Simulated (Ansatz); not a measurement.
This script makes an equation of state with a fit of ZrTi, space group P4/mmm with Ansatz's Python interface.

The script, `eos_zrti.py`:
```python
"""Equation of state of ZrTi."""

import ansatz as az
import numpy as np
from scipy.optimize import curve_fit

XC = "mr2scan"
SMEARING = "fermi_dirac"
SMEARING_WIDTH = 0.1
MAX_SCF = 80
ECUT = 600
KMESH = (9, 9, 7)

VECTORS = np.array([
    [3.111935, 0.0, 0.0],
    [0.0, 3.111935, 0.0],
    [0.0, 0.0, 4.197765],
])
SITES = [
    ("Zr", [0.5, 0.5, 0.5]),
    ("Ti", [0.0, 0.0, 0.0]),
]


def build(cell):
    crystal = az.Crystal(lattice=az.Lattice.of(cell))
    for symbol, position in SITES:
        crystal = crystal.atom(symbol, position)
    return crystal

def vinet(v, e0, v0, b0, b1):
    eta = (v / v0) ** (1 / 3)
    return e0 + 2 * b0 * v0 / (b1 - 1) ** 2 * (2 - (5 + 3 * b1 * (eta - 1) - 3 * eta) * np.exp(-1.5 * (b1 - 1) * (eta - 1)))

# scale the volume, keep shape and fractions
volumes, energies, pressures = [], [], []
for scale in np.linspace(0.92, 1.08, 7):
    cell = VECTORS * scale ** (1 / 3)
    setup = (
        build(cell).calculation()
        .functional(XC)
        .occupations(SMEARING, width=SMEARING_WIDTH)
        .scf(max_iterations=MAX_SCF)
        .accuracy("medium")
        .basis(ECUT)
        .kpoints(*KMESH)
        .stress()
    )
    summary = setup.run().report
    volumes.append(abs(np.linalg.det(cell)) / len(SITES))
    energies.append(summary["free_energy_ev"] / len(SITES))
    pressures.append(np.trace(summary["stress_gpa"]) / 3)
    print(f"V = {volumes[-1]:8.4f} A^3/atom  F = {energies[-1]:.5f} eV/atom  P = {pressures[-1]:8.3f} GPa")

guess = (min(energies), volumes[int(np.argmin(energies))], 0.5, 4.5)
(e0, v0, b0, b1), _ = curve_fit(vinet, np.array(volumes), np.array(energies), p0=guess, maxfev=20000)
print(f"Vinet fit: V0 = {v0:.4f} A^3/atom, B0 = {160.21766 * b0:.1f} GPa, B1 = {b1:.2f}")
print("largest residual", round(1000 * float(np.abs(vinet(np.array(volumes), e0, v0, b0, b1) - energies).max()), 3), "meV/atom")
```

From its runs, with one value withheld:

| V (Å³/atom) | F less the lowest row shown (meV/atom) |
| --- | --- |
| 18.700 | ? |
| 19.242 | 20.57 |
| 19.784 | 5.31 |
| 20.326 | 0.00 |
| 20.868 | 3.56 |
| 21.410 | 15.04 |
| 21.952 | 33.62 |

What is the missing energy at 18.700 Å³ an atom?

A third-order Birch-Murnaghan fit, E = E0 + (9 V0 B0 / 16) [(t - 1)³ B' + (t - 1)² (6 - 4t)] with t = (V0/V)^(2/3), through the 6 rows shown gives V0 = 20.370 Å³, B0 = 97.6 GPa, B' = 3.24 and E0 = -0.03 meV. At V = 18.700 Å³, t = 1.05868, and the fit extrapolates to 46.97 meV. The run gave 46.98 meV, a miss of 0.02 meV.

Caveats:
- These settings explore the input space; cutoff and mesh may be short of convergence.
- Spin is left out of this run.
- Shape and fractional positions are held along the curve, so the bulk modulus is an upper value where they are free to relax.
- For a metal this k-point mesh is coarse: on a finer one energies can move by several to tens of meV an atom and pressures by half a GPa or more, differences at one mesh by less.
- Pressure is positive in compression.
- This cell is a computed structure, which may not be the phase found in nature.
- Wall time of the script: 53 s on 1 thread of Arm Neoverse V2, with other jobs on the host, peak memory 0.6 GiB.
